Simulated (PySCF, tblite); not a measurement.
# C₆H₁₃BN₂: geometry, infrared bands and NMR shifts

What infrared bands and NMR shifts should C₆H₁₃BN₂ (`B1NCCN1C1CCC1`) show?

Computed with tblite 0.8.0 and PySCF 2.14.0, with density-fitted response routines of our own, on a single molecule in the gas phase. Atoms are numbered from 0 throughout.

### Step 1. The starting structure

22 atoms, charge 0, multiplicity 1; geometry from: force field or distance geometry start.

Bonds of the start (Å): B0–N1 1.49, N1–C2 1.45, C2–C3 1.56, C3–N4 1.48, N4–C5 1.48, C5–C6 1.53, C6–C7 1.52, C7–C8 1.52, N4–B0 1.52, C8–C5 1.53, B0–H9 1.19, N1–H10 1.05, C2–H11 1.11, C2–H12 1.10, C3–H13 1.11, C3–H14 1.10, C5–H15 1.11, C6–H16 1.11, C6–H17 1.12, C7–H18 1.11, C7–H19 1.11, C8–H20 1.12, C8–H21 1.11.

### Step 2. Optimising the geometry with GFN2-xTB

What the job is given:

```
{"job": {"kind": "relax", "xc": "GFN2-xTB", "basis": "xTB"}, "charge": 0, "multiplicity": 1}
B      1.075400     0.034700     1.530400
N      2.488800    -0.396800     1.306900
C      2.634500    -0.294600    -0.129700
C      1.474300     0.583900    -0.683500
N      0.363400     0.558400     0.297200
C     -0.693600    -0.391400    -0.125200
C     -1.529000     0.145900    -1.288300
C     -2.751800     0.183900    -0.384600
C     -1.922700    -0.337400     0.777900
H      0.551000     0.027000     2.600700
H      3.093600     0.324900     1.763000
H      2.555000    -1.312400    -0.574000
H      3.606500     0.144200    -0.402400
H      1.836300     1.624000    -0.780300
H      1.173700     0.241400    -1.689500
H     -0.324600    -1.429200    -0.288300
H     -1.230400     1.162000    -1.623100
H     -1.629400    -0.601300    -2.109800
H     -3.135600     1.215300    -0.216900
H     -3.535100    -0.542600    -0.701100
H     -1.859700     0.419500     1.602200
H     -2.251000    -1.340100     1.117300
```

Run with:

```sh
$ OMP_NUM_THREADS=1 python probes_run.py task.json out
```

The driver reads the jobs from task.json and runs them one after another.

**Question.** This job is followed by: GFN2-xTB harmonic vibrations, gas phase; GIAO PBE0/pcSseg-1 NMR shielding, non-relativistic, gas phase. Predict these results of the whole session: strongest single infrared mode (GFN2-xTB); zero-point energy (GFN2-xTB); ¹³C shifts against TMS (PBE0/pcSseg-1, means over atoms taken as alike); ¹H shifts against TMS (PBE0/pcSseg-1, means over atoms taken as alike); ¹¹B shifts against BF3·OEt2 (PBE0/pcSseg-1); ¹⁵N shifts against NH3 (PBE0/pcSseg-1); surface potential, 1st and 99th percentile.

**Answer**, as computed:

| quantity | value |
| --- | --- |
| strongest single infrared mode (GFN2-xTB) | 1427 cm⁻¹, 323 km/mol |
| zero-point energy (GFN2-xTB) | 119.4 kcal/mol |
| ¹³C shifts against TMS (PBE0/pcSseg-1, means over atoms taken as alike) | 53.9, 52.3, 48.3, 31.0, 14.5 ppm |
| ¹H shifts against TMS (PBE0/pcSseg-1, means over atoms taken as alike) | 4.06, 3.77, 3.48, 3.33, 2.33, 2.30, 2.07, 1.78, 1.77 ppm |
| ¹¹B shifts against BF3·OEt2 (PBE0/pcSseg-1) | 20.7 ppm |
| ¹⁵N shifts against NH3 (PBE0/pcSseg-1) | 117.6, 84.0 ppm |
| surface potential, 1st and 99th percentile | -0.79 V and 1.30 V |

**Reading.** Relaxing lowered the energy by 1.485 eV in 142 steps; the close pair that moved most is B0–N4, from 1.517 to 1.407 Å. All 60 modes are real, so the xTB geometry is a minimum. The strongest single mode, at 1427 cm⁻¹, is spread over many atoms; the largest shares are those of N4, B0. Unscaled tight-binding wavenumbers are off by several per cent, some by more. Its intensities can rank the bands wrongly. The most deshielded carbon is C5 (sp3 CH bonded to N), at 53.9 ppm: deshielded by the electronegative neighbour.
